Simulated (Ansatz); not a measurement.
Relaxation of a periodic cell of 17 atoms, Mg₈HO₈ (host MgO, host structure Fm-3m, interstitial H), to a largest force component of 0.03 eV/Å in at most 60 steps.

Computed with Ansatz 0.2.0, DFT PBE, scalar-relativistic, plane waves, PAW. Settings: PAW set soft_1, cutoff 420 eV, k mesh 2x2x2, gaussian smearing 0.05 eV, spin collinear.

```xyz
17
Lattice="0.0000 4.1180 4.1180 4.1180 0.0000 4.1180 4.1180 4.1180 0.0000" Properties=species:S:1:pos:R:3:forces:R:3
Mg 0.000 0.000 0.000 0.03 0.03 0.01
O 2.059 2.059 2.059 0.00 0.00 0.00
Mg 2.059 2.059 0.000 0.30 -0.42 0.34
O 4.118 4.118 2.059 -0.98 0.92 -0.96
Mg 2.059 0.000 2.059 0.49 0.48 -0.58
O 4.118 2.059 4.118 -0.87 -0.87 0.84
Mg 4.118 2.059 2.059 -0.17 -0.18 -0.14
O 6.177 4.118 4.118 1.10 1.09 1.13
Mg 0.000 2.059 2.059 -0.02 -0.02 -0.04
O 2.059 4.118 4.118 0.00 0.00 0.00
Mg 2.059 4.118 2.059 0.01 0.01 0.03
O 4.118 6.177 4.118 0.00 0.00 0.00
Mg 2.059 2.059 4.118 0.03 0.03 0.02
O 4.118 4.118 6.177 0.00 0.00 0.00
Mg 4.118 4.118 4.118 -0.43 0.31 0.35
O 6.177 6.177 6.177 0.91 -0.97 -0.95
H 5.202 7.265 7.221 -0.38 -0.41 -0.05
```

Where does it end, and by what steps?

It converged. Limits of this set-up: coarse k mesh. After 3 steps the energy has fallen by 0.302 eV; O8 moved furthest, 0.08 Å.

| step | energy less start (eV) | largest force component (eV/Å) | accepted |
| --- | --- | --- | --- |
| 0 | 0.0000 | 1.130 | yes |
| 1 | -0.2156 | 0.555 | yes |
| 2 | -0.3001 | 0.074 | yes |
| 3 | -0.3021 | 0.012 | yes |

```xyz
17
Lattice="0.0000 4.1180 4.1180 4.1180 0.0000 4.1180 4.1180 4.1180 0.0000" Properties=species:S:1:pos:R:3
Mg 0.005 0.002 -0.001
O 2.063 2.061 2.059
Mg 2.073 2.052 0.012
O 4.077 4.166 2.016
Mg 2.073 0.014 2.049
O 4.077 2.018 4.163
Mg 4.111 2.052 2.049
O 6.225 4.166 4.163
Mg 0.004 2.064 2.061
O 2.063 4.122 4.120
Mg 2.061 4.120 2.061
O 4.120 6.179 4.120
Mg 2.061 2.064 4.117
O 4.120 4.122 6.177
Mg 4.110 4.132 4.130
O 6.224 6.136 6.134
H 5.151 7.210 7.207
```

The run took 23 s on 2 threads of Arm Neoverse V2 (shared host), peak memory 0.5 GiB.
